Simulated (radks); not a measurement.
# The Coulomb parameter U of the 5d shell of Au

An exercise on one series of results from a longer session: the logs are not shown, and one member is left open.

The numbers are computed with radks (a radial shooting solver on a logarithmic mesh, Libxc functionals) version 1 (scalar-relativistic Kohn-Sham, BLYP, spin-unpolarised, spherical densities, finite nucleus), except any that are marked as measured or tabulated.

## Starting point

- element: gold (Z = 79)
- charge: 0
- electrons: 79
- configuration: [Xe] 4f14 5d9.5 6s1.5
- nuclear rms radius: 5.4371 fm

The first run:

The run's settings:

```text
Z 79
configuration [Xe] 4f14 5d9.5 6s1.5
relativity scalar-relativistic
functional b88,lyp
spin unpolarised
nucleus finite rms 5.4371 fm
c 137.035999084
```

Steps of the session up to this table: Start: [Xe] 4f14 5d9.5 6s1.5.

One of the session's tables, all rows but one given; the rest of the session is left out.

It belongs to the step «Start: [Xe] 4f14 5d9.5 6s1.5». Sizes of the orbitals, from the radial functions (bohr):

| level | <r> | outermost maximum (interpolated) | 90 % within | nodes |
| --- | --- | --- | --- | --- |
| 4s | 0.4071 | 0.383 | 0.584 | 3 |
| 4p | ? | ? | ? | ? |
| 4d | 0.4584 | 0.410 | 0.684 | 1 |
| 5s | 0.9260 | 0.847 | 1.32 | 4 |
| 4f | 0.4987 | 0.375 | 0.801 | 0 |
| 5p | 1.071 | 0.952 | 1.56 | 3 |
| 5d | 1.595 | 1.21 | 2.52 | 2 |
| 6s | 2.824 | 2.29 | 4.27 | 5 |

Q: Estimate the row for 4p from the others.

As computed: <r>: 0.4336; outermost maximum (interpolated): 0.403; 90 % within: 0.629; nodes: 2. In the column «<r>» it lies between 4s (0.4071) and 4d (0.4584).
